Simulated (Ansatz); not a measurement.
What does this script print? It uses Ansatz 0.2.0 through its Python package.

`bfh4ssi.py`
```python
import warnings

import ansatz
import numpy as np

BASIS_SET = "6-31G*"
FUNCTIONAL = "r2scan"
DISPERSION = "d4"

warnings.simplefilter("ignore", ansatz.DeckWarning)

geometry_ang = [
    ("F", (-1.5234, -0.1639, 1.5053)),
    ("B", (-0.7514, -0.3554, 0.33)),
    ("Si", (0.4971, 0.9919, -0.2528)),
    ("S", (-0.8311, -1.9531, -0.6304)),
    ("H", (0.2095, 1.4129, -1.6253)),
    ("H", (0.4645, 2.1613, 0.6671)),
    ("H", (1.9103, 0.4193, -0.2065)),
    ("H", (0.1168, -2.57, 0.1568)),
]
bfh4ssi = ansatz.Crystal.molecule()
for symbol, xyz in geometry_ang:
    bfh4ssi = bfh4ssi.atom(symbol, xyz)

symbols = [site.symbol for site in bfh4ssi.cartesian_sites]
start = np.array([site.position_ang for site in bfh4ssi.cartesian_sites])
axis = (start[3] - start[1]) / np.linalg.norm(start[3] - start[1])
moving = [3, 7]
lengths, energies = [1.642, 1.717, 1.791, 1.866, 1.94, 2.015, 2.09, 2.202], []
for length in lengths:
    xyz = start.copy()
    xyz[moving] += (length - np.linalg.norm(start[3] - start[1])) * axis
    point = ansatz.Crystal.molecule()
    for symbol, place in zip(symbols, xyz):
        point = point.atom(symbol, place.tolist())
    job = (
        point.calculation()
        .basis(gaussian=BASIS_SET)
        .functional(FUNCTIONAL, dispersion=DISPERSION)
    )
    r = job.run(threads=1).report
    energies.append(r["free_energy_ev"])
    print(f"r = {length:6.3f} A  E = {energies[-1]:.5f} eV  <S^2> = {abs(r['mean_field']['state']['spin_squared']):.3f}")

fit = np.polynomial.Polynomial.fit(lengths, np.array(energies) - min(energies), 4).convert()
roots = [r.real for r in fit.deriv().roots() if abs(r.imag) < 1e-9 and fit.deriv(2)(r.real) > 0]
r_e = min(roots, key=lambda r: abs(r - lengths[int(np.argmin(energies))]))
print(f"minimum of the fit at {r_e:.4f} A, force constant {fit.deriv(2)(r_e):.2f} eV/A^2")
```

`python bfh4ssi.py` gives:
```text
r =  1.642 A  E = -22167.46797 eV  <S^2> = 0.000
r =  1.717 A  E = -22167.84753 eV  <S^2> = 0.000
r =  1.791 A  E = -22168.03400 eV  <S^2> = 0.000
r =  1.866 A  E = -22168.08630 eV  <S^2> = 0.000
r =  1.940 A  E = -22168.04194 eV  <S^2> = 0.000
r =  2.015 A  E = -22167.92888 eV  <S^2> = 0.000
r =  2.090 A  E = -22167.76900 eV  <S^2> = 0.000
r =  2.202 A  E = -22167.47703 eV  <S^2> = 0.000
minimum of the fit at 1.8635 A, force constant 17.67 eV/A^2
```

What to keep in mind:
- Total energies depend on the basis set; only differences at equal settings carry meaning.
- The rest of the molecule is held rigid at a force-field or estimated start geometry, and the basis set is modest; single-reference methods fail as a bond breaks.
- The orbitals are restricted, so S² is zero by construction.
- Wall time of the script: 34 s on 1 thread of Arm Neoverse V1, on a shared host, peak memory 0.2 GiB.
